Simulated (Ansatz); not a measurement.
# InWS3: a trial structure relaxed

Aim: relax a trial structure of InWS3 and see where it ends.

Method: DFT PBE, scalar-relativistic, plane waves, PAW, in Ansatz 0.2.0.

1 further run of the same task is left out (set aside as unsound or not needed).

## (1) The system as given

It takes space group Pm-3m (No. 221, cubic). The conventional cell has a = 4.658 Å, b = 4.658 Å, c = 4.658 Å, α = 90.00°, β = 90.00°, γ = 90.00°. Around In (site symmetry m-3m) lie 6 S at 2.33 Å. W (site symmetry m-3m) is surrounded by 12 S at 3.29 Å. S (site symmetry 4/mmm) is surrounded by 2 In at 2.33 Å and 4 W at 3.29 Å.

Structure file:

```
CELL_PARAMETERS angstrom
4.65758 0.00000 0.00000
0.00000 4.65758 0.00000
0.00000 0.00000 4.65758
ATOMIC_POSITIONS crystal
In 0.50000 0.50000 0.50000
W 0.00000 0.00000 0.00000
S 0.00000 0.50000 0.50000
S 0.50000 0.00000 0.50000
S 0.50000 0.50000 0.00000
```

The cell is invented: species swapped into a database cell of Na3BrO (Pm-3m, No. 221), with S on the Na sites, W on the Br sites and In on the O sites. The dimensions are guesses.

## (2) Probe: one point on a coarse mesh

input.yaml

```yaml
crystal:
  lattice:
    - [4.65757879, 0.0, 0.0]
    - [0.0, 4.65757879, 0.0]
    - [0.0, 0.0, 4.65757879]
  atoms:
    - { symbol: In, position: [0.5, 0.5, 0.5] }
    - { symbol: W, position: [0.0, 0.0, 0.0] }
    - { symbol: S, position: [0.0, 0.5, 0.5] }
    - { symbol: S, position: [0.5, 0.0, 0.5] }
    - { symbol: S, position: [0.5, 0.5, 0.0] }
basis:
  ecutwfc: 420
kpoints:
  mp_grid: { grid: [4, 4, 4] }
hamiltonian:
  xc: pbe
scf:
  occupations: { method: gaussian, width: 0.1 }
  lower_state_search: "off"
output:
  forces: true
  stress: true
  eigenvalues: true
```

Run with:

```console
ansatz run input.yaml --threads 1 --pin off --max-ram 2560MiB --backend cpu --events-out ev --progress --plain --runs-dir out
```

The program printed (excerpt; [...] marks lines left out):

```text
[...]
SCF converged after 7 iterations
Free energy (F): -18680.939153 eV
[...]
E sigma→0 (E₀):  -18680.929203 eV
Entropy (-TS):   -0.019900 eV (-3.980 meV/atom)
Fermi energy:    9.738265 eV
[...]
--- Forces (eV/Å), atoms counted from 1 ---
  atom   1  In     0.00000000     0.00000000     0.00000000
  atom   2  W     -0.00000000     0.00000000     0.00000000
  atom   3  S      0.00000000     0.00000000    -0.00000000
  atom   4  S      0.00000000    -0.00000000    -0.00000000
  atom   5  S     -0.00000000     0.00000000     0.00000000
[...]
--- Stress (GPa, compression-positive) ---
       10.208762       0.000000       0.000000
       -0.000000      10.208762      -0.000000
        0.000000      -0.000000      10.208762
  P = ⅓ Tr σ = 10.2088 GPa (102.088 kbar)
--- Band table (eV; the first three rows and the last of 10) ---
  k-point 0: bands = ["-65.2784", "-29.3934", "-29.3934", "-29.3934", "-5.8399", "-5.8399", "-5.1867", "-4.6362", "-4.6362", "-4.6362", "-0.7710", "-0.7710", "3.9157", "3.9157", "3.9157", "7.9769", "8.0739", "8.0739", "8.0739", "8.4293", "8.4293", "8.4293", "9.1371", "9.1371", "9.3135", [...]
[...]
```

It took 4.7 s on 1 thread of Intel Xeon at 2.50GHz (Skylake/Cascade Lake), shared host; peak memory 0.38 GiB.

The probe gives pressure 10.2 GPa, largest force 0.00 eV/Å, gap on this mesh none (metal). A guess like this is first relaxed loosely on the coarse mesh.

## (3) Coarse relaxation

Changes to input.yaml since step 2:

```diff
@@ -24 +24,9 @@
   eigenvalues: true
+  populations: true
+magnetization:
+  spin_polarized: true
+relax:
+  adjacent_minimum: "off"
+  f_tol: 0.04
+  max_steps: 70
+  cell: { stress_tol: 0.4 }
```

Run with:

```console
ansatz run input.yaml --threads 1 --pin off --max-ram 2560MiB --backend cpu --events-out ev --progress --plain --runs-dir out
```

The program printed:

```text
Warning: RAYON_NUM_THREADS=1 ignored (pool sized by the plan → 1); use --threads N
band count auto-derived: 30 (N_el = 45.0; filled up to band 23; 28 by the electrons, moments and atoms)
Engine: ansatz 0.2.0, x86_64-unknown-linux-gnu
Pseudopotentials: kind: paw
Pseudopotential: In, paw, valence charge 13, recommended cutoff 420 eV (normal), In.paw.azcp
Pseudopotential: W, paw, valence charge 14, recommended cutoff 420 eV (normal), W.paw.azcp
Pseudopotential: S, paw, valence charge 6, recommended cutoff 420 eV (normal), S.paw.azcp
Functional definition: PBE
  parameter kappa = 0.804
  parameter beta = 0.06672455060314922
  exchange = pbe_x(kappa = kappa, mu = beta*pi^2/3)
  correlation = pbe_c(beta = beta)
Crystal: 5 atoms, lattice volume = 101.037 Å³
Basis set: ecut = 420 eV, 1935 PW (Γ), exchange–correlation on 64×64×64 points (8 copies of the dense FFT grid, shifted against one another)
Bands: 30, of which v1, the nominal top of the filled ones, is band 23 counted from 1 (22 counted from 0)
Symmetry: 48 space group operations
Space group: Pm-3m (ITA 221), of the structure as read, at distance tolerance 4.7e-5 Å
k-points: 10 of 64
Non-local potential: In, projectors of the file, l = 0: 2, l = 1: 2, l = 2: 2, l = 3: 2
Non-local potential: W, projectors of the file, l = 0: 3, l = 1: 2, l = 2: 2, l = 3: 1
Non-local potential: S, projectors of the file, l = 0: 2, l = 1: 2, l = 2: 2
PAW form: soft (Blöchl's): semilocal exchange-correlation on the pseudo side does not see the compensation charge
PAW one-centre angular grid: In, 590 points (default); XC on 64 Gauss nodes
PAW one-centre angular grid: W, 590 points (default); XC on 64 Gauss nodes
PAW one-centre angular grid: S, 110 points (default); XC on 64 Gauss nodes
Initial density: superposition of atomic densities (chi_scale 0.1, normalization cell, long waves kept (reshape's long-wave potential 0.00 eV rms))
Initial wavefunctions: pseudopotential atomic-orbital guess
Functional: x = pbe(κ = 0.804, μ = 0.2195149727645171), c = pbe(β = 0.06672455060314922)
SCF iter   1: F=—  HF=-18683.898374 eV  |F-HF|=—  |Δ(HF+E_count)|=         —  Δρ=3.93e-2 (↑3.93e-2 ↓3.93e-2)  dr2=1.93e1  dr2_m=0.00e0  M=0.000 μB ∫|m|=0.000 μB  β_m=0.30  ethr=3.10e-3  ⟨swp⟩=6.2  Hψ=1432  notcnv=0
preconditioner: auto → Kerker (q_TF=auto, 2.384 Å⁻¹)  [metal: Δε(μ)=0.051 eV  Ē_g=11.469 eV  σ=0.100 eV  W_gap=0.28  n_scr=26 (ndim 8)  ℏωp=22.5 eV  f_vac=0.000  D(μ)=6.68/eV (n_scr^D=80)]
spin=Collinear: Kerker preconditioning applied to the charge; magnetization (m = ρ↑ − ρ↓) channel mixes plain (no charge-response kernel on spin).
SCF iter   2: F=—  HF=-18681.529228 eV  |F-HF|=—  |Δ(HF+E_count)|=    2.37e0  Δρ=1.92e-2 (↑1.92e-2 ↓1.92e-2)  dr2=4.32e0  dr2_m=0.00e0  M=0.000 μB ∫|m|=0.000 μB  β_m=0.42  ethr=3.10e-3  ⟨swp⟩=3.1  Hψ=524  notcnv=0  defer=11
preconditioner: auto → Resta (q_TF=auto, 2.384 Å⁻¹)  ε∞=5.3  [insulator: Δε(μ)=0.211 eV  Ē_g=10.783 eV  σ=0.100 eV  W_gap=0.77  n_scr=26 (ndim 8)  ℏωp=22.5 eV  f_vac=0.000  D(μ)=3.58/eV (n_scr^D=26)  ε∞_Penn≈5.3]
spin=Collinear: Resta preconditioning applied to the charge; magnetization (m = ρ↑ − ρ↓) channel mixes plain (no charge-response kernel on spin).
SCF iter   3: F=—  HF=-18681.066544 eV  |F-HF|=—  |Δ(HF+E_count)|=   4.63e-1  Δρ=1.32e-2 (↑1.32e-2 ↓1.32e-2)  dr2=1.16e0  dr2_m=0.00e0  M=0.000 μB ∫|m|=0.000 μB  β_m=0.71  ethr=3.10e-3  ⟨swp⟩=2.9  Hψ=480  notcnv=0  defer=11
SCF iter   4: F=—  HF=-18681.431132 eV  |F-HF|=—  |Δ(HF+E_count)|=   3.65e-1  Δρ=1.82e-2 (↑1.82e-2 ↓1.82e-2)  dr2=4.10e0  dr2_m=0.00e0  M=0.000 μB ∫|m|=0.000 μB  β_m=0.55  ethr=2.57e-3  ⟨swp⟩=3.5  Hψ=609  notcnv=0  defer=15  recentre
SCF iter   5: F=—  HF=-18675.722401 eV  |F-HF|=—  |Δ(HF+E_count)|=    5.71e0  Δρ=8.09e-2 (↑8.09e-2 ↓5.73e-2)  dr2=3.42e0  dr2_m=4.27e0  M=7.283 μB ∫|m|=7.285 μB  ethr=2.57e-3  ⟨swp⟩=2.0  Hψ=422  notcnv=0  defer=11
Mixer restart at iter 5: flushing history
SCF iter   6: F=—  HF=-18680.864334 eV  |F-HF|=—  |Δ(HF+E_count)|=         —  Δρ=2.97e-2 (↑2.42e-2 ↓2.97e-2)  dr2=1.63e-1  dr2_m=6.55e-1  M=3.688 μB ∫|m|=3.743 μB  β_m=0.55  ethr=2.57e-3  ⟨swp⟩=4.2  Hψ=1498  notcnv=0  defer=22
SCF iter   7: F=—  HF=-18681.328879 eV  |F-HF|=—  |Δ(HF+E_count)|=   4.65e-1  Δρ=1.46e-2 (↑1.31e-2 ↓1.46e-2)  dr2=3.02e-2  dr2_m=1.71e-1  M=3.600 μB ∫|m|=3.872 μB  β_m=0.77  ethr=3.62e-4  ⟨swp⟩=2.3  Hψ=999  notcnv=0  defer=29
SCF iter   8: F=—  HF=-18681.590160 eV  |F-HF|=—  |Δ(HF+E_count)|=   2.61e-1  Δρ=1.14e-2 (↑1.14e-2 ↓1.00e-2)  dr2=6.44e-1  dr2_m=6.03e-2  M=2.984 μB ∫|m|=3.915 μB  β_m=0.58  ethr=6.72e-5  ⟨swp⟩=2.2  Hψ=1132  notcnv=0  defer=29  recentre
SCF iter   9: F=—  HF=-18681.550801 eV  |F-HF|=—  |Δ(HF+E_count)|=   3.94e-2  Δρ=4.23e-3 (↑4.23e-3 ↓3.05e-3)  dr2=6.39e-3  dr2_m=1.19e-2  M=3.149 μB ∫|m|=4.214 μB  β_m=0.79  ethr=6.72e-5  ⟨swp⟩=2.2  Hψ=1182  notcnv=0  defer=30
SCF iter  10: F=—  HF=-18681.572385 eV  |F-HF|=—  |Δ(HF+E_count)|=   2.16e-2  Δρ=1.80e-3 (↑1.80e-3 ↓1.21e-3)  dr2=4.79e-3  dr2_m=1.77e-3  M=2.972 μB ∫|m|=4.499 μB  β_m=0.90  ethr=1.42e-5  ⟨swp⟩=2.0  Hψ=944  notcnv=0  defer=30
SCF iter  11: F=—  HF=-18681.573566 eV  |F-HF|=—  |Δ(HF+E_count)|=   1.18e-3  Δρ=6.55e-4 (↑6.55e-4 ↓1.95e-4)  dr2=8.74e-4  dr2_m=1.22e-4  M=2.969 μB ∫|m|=4.541 μB  β_m=0.94  ethr=1.06e-5  ⟨swp⟩=2.5  Hψ=921  notcnv=0  defer=30
SCF iter  12: F=—  HF=-18681.573513 eV  |F-HF|=—  |Δ(HF+E_count)|=   5.39e-5  Δρ=2.68e-4 (↑2.37e-4 ↓2.68e-4)  dr2=1.03e-5  dr2_m=5.78e-5  M=2.970 μB ∫|m|=4.528 μB  β_m=0.97  ethr=1.94e-6  ⟨swp⟩=2.4  Hψ=930  notcnv=0  defer=30
SCF iter  13: F=—  HF=-18681.573401 eV  |F-HF|=—  |Δ(HF+E_count)|=   1.12e-4  Δρ=6.34e-5 (↑6.20e-5 ↓6.34e-5)  dr2=2.67e-5  dr2_m=1.33e-6  M=2.966 μB ∫|m|=4.551 μB  β_m=0.97  ethr=2.29e-8  ⟨swp⟩=3.0  Hψ=1100  notcnv=0  defer=31
SCF iter  14: F=—  HF=-18681.573399 eV  |F-HF|=—  |Δ(HF+E_count)|=   1.91e-6  Δρ=1.50e-5 (↑1.50e-5 ↓9.96e-6)  dr2=2.78e-8  dr2_m=1.38e-7  M=2.966 μB ∫|m|=4.547 μB  β_m=0.96  ethr=2.29e-8  ⟨swp⟩=2.4  Hψ=851  notcnv=0  defer=31
iter 15 did not close the SCF: its close was put off for a magnetic moment that had not settled (scf_convergence_deferred on its scf_iter line)
SCF iter  15: F=-18681.573399 eV  HF=-18681.573399 eV  |F-HF|=4.86e-8  |Δ(HF+E_count)|=   1.75e-7  Δρ=6.37e-6 (↑5.27e-6 ↓6.37e-6)  dr2=8.04e-8  dr2_m=2.61e-8  M=2.966 μB ∫|m|=4.548 μB  β_m=0.98  ethr=6.19e-11  ⟨swp⟩=8.8  Hψ=2648  notcnv=0
iter 16 did not close the SCF: its close was put off until two iterations running show no level that it waits for move by more than its bar (scf_convergence_deferred on its scf_iter line)
SCF iter  16: F=-18681.573399 eV  HF=-18681.573399 eV  |F-HF|=4.15e-10  |Δ(HF+E_count)|=   3.58e-8  Δρ=1.23e-6 (↑7.91e-7 ↓1.23e-6)  dr2=8.33e-10  dr2_m=7.92e-10  M=2.966 μB ∫|m|=4.547 μB  β_m=0.99  ethr=6.19e-11  ⟨swp⟩=2.0  Hψ=1824  notcnv=0
SCF iter  17: F=-18681.573399 eV  HF=-18681.573399 eV  |F-HF|=2.69e-10  |Δ(HF+E_count)|=   1.31e-9  Δρ=5.62e-7 (↑4.15e-7 ↓5.62e-7)  dr2=5.30e-10  dr2_m=1.89e-10  M=2.966 μB ∫|m|=4.547 μB  ethr=1.85e-12  ⟨swp⟩=1.0  Hψ=1636  notcnv=0
SCF 1 converged in 17 iterations: F = -18681.573399 eV  dr2 = 5.30e-10
relax step   1: F+E_penalty+E_count = -18681.57339924 eV  Δ(F+E_penalty+E_count) = +0.000e0 eV  max|allowed force component| = 1.750e-28 eV/Å  Δτ_max = 0.0000 Å  P = +13.921 GPa  Ω = 101.037 Å³  (17 SCF iters, dr2 threshold 1.00e-7 eV, accepted)
[... 18 lines left out ...]
relax step   2: F+E_penalty+E_count = -18682.22207847 eV  Δ(F+E_penalty+E_count) = -6.487e-1 eV  max|allowed force component| = 2.012e-29 eV/Å  Δτ_max = 0.0000 Å  P = +1.179 GPa  Ω = 116.382 Å³  energy of the carried Pulay correction = -4.248e-3 eV  (9 SCF iters, dr2 threshold 5.00e-7 eV, accepted)
[... 12 lines left out ...]
relax step   3: F+E_penalty+E_count = -18682.22907599 eV  Δ(F+E_penalty+E_count) = -6.998e-3 eV  max|allowed force component| = 6.600e-30 eV/Å  Δτ_max = 0.0000 Å  P = +0.267 GPa  Ω = 118.040 Å³  energy of the carried Pulay correction = -4.671e-3 eV  (6 SCF iters, dr2 threshold 5.00e-7 eV, accepted)
[... 11 lines left out ...]
relax step   4: F+E_penalty+E_count = -18682.23321617 eV  Δ(F+E_penalty+E_count) = -4.140e-3 eV  max|allowed force component| = 2.512e-29 eV/Å  Δτ_max = 0.0000 Å  P = +0.259 GPa  Ω = 118.040 Å³  stress off target by 2.59e-1 GPa  SCF on the basis re-selected at this cell (its energy is not comparable with the rows above)  (5 SCF iters)
basis re-selected at this cell: Δ(F+E_penalty+E_count) = -4.140e-3 eV, ΔP = -0.008 GPa vs the last step (what re-selecting the basis moved, of the pressure what is left beyond the Pulay correction that the steps carried, after the strain that the cell walked since its last selection, with what the two solves' SCF thresholds leave and, on support functions, any second-order correction that the steps lacked; it is no measure of the basis error at this ecutwfc). The dense FFT grid was sized anew with the basis: this SCF ran on 36×36×36 points, the steps before it on 32×32×32, so part of this shift can come from that change (see relax.cell in the input reference). This SCF's stress stands 2.59e-1 GPa from its target on what of the cell is left free (relax.cell.stress_tol is 4.00e-1 GPa) and its largest allowed force component is 2.51e-29 eV/Å (relax.f_tol is 4.00e-2 eV/Å): within both
SCF converged after 5 iterations
Magnetization: 2.9692 μB (23.9846 up, 21.0154 down)
Absolute magnetization: 5.0419 μB (∫|ρ↑−ρ↓|, with the PAW one-centre terms)
Spin contamination: 0.6902 ħ² per cell (⟨S²⟩ above its minimum at these occupations)
Per-site moments (μB) at R_I (Å): [(0.016468138310925626, 1.0117421083706255), (3.424855804268064, 1.430819411281688), (-0.25863667488655034, 1.0117421083706255), (-0.2586366748865502, 1.0117421083706255), (-0.2586366748865498, 1.0117421083706255)]
Free energy (F): -18682.233216 eV
Harris-Foulkes:  -18682.233216 eV  (|F-HF|=1.77e-8)
Internal energy: -18682.209814 eV  (E = F + TS)
E sigma→0 (E₀):  -18682.221515 eV
Entropy (-TS):   -0.023403 eV (-4.681 meV/atom)
Fermi energy:    7.419225 eV
--- Per-component energies (eV) ---
  E_band       = -311.004988
  E_kinetic    = 1006.319738
  E_local      = -2824.779794  (includes V_loc(G=0)·N_el)
  E_nonlocal   = 461.521059
  E_hartree    = 1043.294625
  E_xc         = -765.690321
  E_vxc        = -590.310661  (∫ρ·V_xc dr)
  E_paw        = -14523.200221  (= ΣΔE_a)
  E_vpaw       = -450.342659  (= ΣTr[D̂ρ^β])
  E_aug_tail   = -0.000027  (compensation charges beyond the density's cutoff)
  E_ewald      = -3079.674872
  E_smearing   = -0.023403  (= −TS)
  E_closure    = -0.000000  (closes the sum)
  Σ components = -18682.233216   (vs F -18682.233216, Δ=0.00e0)
--- Forces (eV/Å), atoms counted from 1 ---
  atom   1  In    -0.00000000    -0.00000000    -0.00000000
  atom   2  W      0.00000000    -0.00000000     0.00000000
  atom   3  S     -0.00000000    -0.00000000    -0.00000000
  atom   4  S     -0.00000000     0.00000000    -0.00000000
  atom   5  S     -0.00000000     0.00000000     0.00000000
  max |Σ_I F_I| component: 3.22e-29 eV/Å
--- Stress (GPa, compression-positive) ---
        0.259165       0.000000       0.000000
        0.000000       0.259165       0.000000
        0.000000       0.000000       0.259165
  P = ⅓ Tr σ = 0.2592 GPa (2.592 kbar)
--- Band table (eV; the first three rows and the last of 20) ---
  k-point 0 ↑: bands = ["-67.6945", "-32.0965", "-32.0965", "-32.0965", "-7.4074", "-7.4074", "-6.6534", "-6.6534", "-6.6534", "-6.1286", "-2.9352", "-2.9352", "2.6815", "2.6815", "2.6815", "5.4905", "6.2490", "6.2490", "6.4283", "6.4283", "6.4283", "6.4381", "6.4381", "6.4381", "6.5624", "6.5624", "6.5624", "7.7346", "14.4810", "14.4810"]
[... 3 lines left out ...]
--- Relaxed structure (3 steps of the walk, 3 accepted, 1 SCFs on fresh bases) ---
  F+E_penalty+E_count = -18682.23321617 eV   max|allowed force component| = 2.512e-29 eV/Å   (the final SCF, on the basis selected at the relaxed cell)
  cell:  # Å, volume = 118.0396 Å³
    - [4.905416283009092, 1.0271626370065256e-33, 1.1555579666323415e-33]
    - [-1.4123486258839729e-33, 4.905416283009092, 0.0]
    - [-8.9876730738071e-34, 0.0, 4.905416283009092]
  atoms:
    - { symbol: In, position: [0.5, 0.5, 0.5] }
    - { symbol: W, position: [7.498215539198984e-34, 1.7642860092232763e-34, 2.64642901383497e-34] }
    - { symbol: S, position: [-1.786339584338593e-33, 0.5, 0.5] }
    - { symbol: S, position: [0.5, 2.8669647649878256e-34, 0.5] }
    - { symbol: S, position: [0.5, 0.5, -6.616072534587446e-35] }
--- Löwdin populations: 5 sites ---
  site symbol       q [e]    m [muB]
     0     In     12.6302     0.0501
     1      W     13.0984     4.0003
     2      S      6.3391    -0.3831
     3      S      6.3391    -0.3831
     4      S      6.3391    -0.3831
  spilling = 0.005651 (of n_electrons = 45.000000)
```

Run time: 47 s. Hardware: 1 thread of Intel Xeon at 2.50GHz (Skylake/Cascade Lake), shared host; peak memory 0.45 GiB.

Step by step:

| step | energy from step 1 (eV/cell) | largest force component (eV/Å) | pressure (GPa) | volume (Å³) |
| --- | --- | --- | --- | --- |
| 1 | 0.0000 | 0.0000 | 13.92 | 101.04 |
| 2 | -0.6487 | 0.0000 | 1.18 | 116.38 |
| 3 | -0.6557 | 0.0000 | 0.27 | 118.04 |
| 4 | -0.6598 | 0.0000 | 0.26 | 118.04 |

Step 1 is the start. Step 4 repeats the geometry before it on a plane-wave basis chosen anew for that cell, so its energy need not be comparable with the rows above.

|  | before | after | change |
| --- | --- | --- | --- |
| a (Å) | 4.658 | 4.905 | +5.3 % |
| b (Å) | 4.658 | 4.905 | +5.3 % |
| c (Å) | 4.658 | 4.905 | +5.3 % |
| volume (Å³/atom) | 20.21 | 23.61 | +16.8 % |
| shortest distance (Å) | 2.329 | 2.453 | +5.3 % |
| space group (0.01 Å) | Pm-3m | Pm-3m | same |

The run keeps the 48 symmetry operations of the start, so it could not have lowered the symmetry.

By site:

```tsv
atom	moment in the atom's sphere (μB)	Löwdin electrons
In1	0.02	12.63
W2	3.42	13.10
S3	-0.26	6.34
S4	-0.26	6.34
S5	-0.26	6.34
```

The Löwdin counts miss 0.25 of the 45 electrons, which the atomic orbitals do not span, so they are no charges.

## (4) Relaxation on the finer mesh

The end of the coarse run is made exact in the group found at a tolerance of 0.06 Å and reduced to its primitive cell.

input.yaml

```yaml
crystal:
  lattice:
    - [4.905416283, 0.0, 0.0]
    - [0.0, 4.905416283, 0.0]
    - [0.0, 0.0, 4.905416283]
  atoms:
    - { symbol: In, position: [0.5, 0.5, 0.5] }
    - { symbol: W, position: [0.0, 0.0, 0.0], spin: 3.77 }
    - { symbol: S, position: [0.0, 0.5, 0.5], spin: -0.28 }
    - { symbol: S, position: [0.5, 0.0, 0.5], spin: -0.28 }
    - { symbol: S, position: [0.5, 0.5, 0.0], spin: -0.28 }
basis:
  ecutwfc: 420
kpoints:
  mp_grid: { grid: [8, 8, 8] }
hamiltonian:
  xc: pbe
scf:
  occupations: { method: gaussian, width: 0.1 }
output:
  forces: true
  stress: true
  eigenvalues: true
  populations: true
magnetization:
  spin_polarized: true
relax:
  adjacent_minimum: "off"
  f_tol: 0.01
  max_steps: 80
  cell: { stress_tol: 0.05 }
```

Run with:

```console
ansatz run input.yaml --threads 1 --pin off --max-ram 2560MiB --backend cpu --events-out ev --progress --plain --runs-dir out
```

The program printed (excerpt; [...] marks lines left out):

```text
Warning: RAYON_NUM_THREADS=1 ignored (pool sized by the plan → 1); use --threads N
[...]
[... 5 set-up lines as earlier in the session ...]
[...]
Crystal: 5 atoms, lattice volume = 118.040 Å³
Basis set: ecut = 420 eV, 2325 PW (Γ), exchange–correlation on 72×72×72 points (8 copies of the dense FFT grid, shifted against one another)
Bands: 30, of which v1, the nominal top of the filled ones, is band 23 counted from 1 (22 counted from 0)
[... 1 set-up line as earlier in the session ...]
Space group: Pm-3m (ITA 221), of the structure as read, at distance tolerance 4.9e-5 Å
Magnetic group: BNS 221.92 (UNI 1594), of the structure as read, at distance tolerance 4.9e-5 Å
[...]
  cell:  # Å, volume = 118.2025 Å³
    - [4.907672738221868, -8.024708101613482e-36, 8.024708101613482e-36]
    - [2.407412430484045e-35, 4.907672738221868, 0.0]
    - [8.024708101613482e-36, 0.0, 4.907672738221868]
  atoms:
    - { symbol: In, position: [0.49999999999999994, 0.49999999999999994, 0.49999999999999994] }
    - { symbol: W, position: [-1.5336443252195728e-38, 6.3901846884148984e-40, 1.5336443252195728e-38] }
    - { symbol: S, position: [6.13457730087825e-38, 0.49999999999999994, 0.49999999999999994] }
    - { symbol: S, position: [0.49999999999999994, -4.728736669427018e-38, 0.49999999999999994] }
    - { symbol: S, position: [0.49999999999999994, 0.49999999999999994, 5.751166219573432e-39] }
--- Löwdin populations: 5 sites ---
  site symbol       q [e]    m [muB]
     0     In     12.6395     0.0390
     1      W     13.1140     3.9618
     2      S      6.3320    -0.3885
     3      S      6.3320    -0.3885
     4      S      6.3320    -0.3885
  spilling = 0.005569 (of n_electrons = 45.000000)
```

Wall time 2 min (1 thread of Intel Xeon at 2.50GHz (Skylake/Cascade Lake), shared host); peak memory 0.57 GiB.

Step by step:

```
step  E - E(step 1) (eV/cell)  largest force component (eV/Å)  pressure (GPa)  volume (Å³)
   1                   0.0000                          0.0000            0.09       118.04
   2                   0.0000                          0.0000            0.01       118.20
   3                   0.0000                          0.0000            0.01       118.20
```

Step 1 is the start. Step 3 repeats the geometry before it on a plane-wave basis chosen anew for that cell, so its energy need not be comparable with the rows above.

|  | before | after | change |
| --- | --- | --- | --- |
| a (Å) | 4.905 | 4.908 | 0.0 % |
| b (Å) | 4.905 | 4.908 | 0.0 % |
| c (Å) | 4.905 | 4.908 | 0.0 % |
| volume (Å³/atom) | 23.61 | 23.64 | +0.1 % |
| shortest distance (Å) | 2.453 | 2.454 | 0.0 % |
| space group (0.01 Å) | Pm-3m | Pm-3m | same |

Forces and stress were held to the start's 48 operations: a distortion of lower symmetry was not tested.

By site:

```tsv
atom	moment in the atom's sphere (μB)	Löwdin electrons
In1	0.01	12.64
W2	3.40	13.11
S3	-0.26	6.33
S4	-0.26	6.33
S5	-0.26	6.33
```

The Löwdin counts miss 0.25 of the 45 electrons, which the atomic orbitals do not span, so they are no charges.

[end of part 1 of 2]
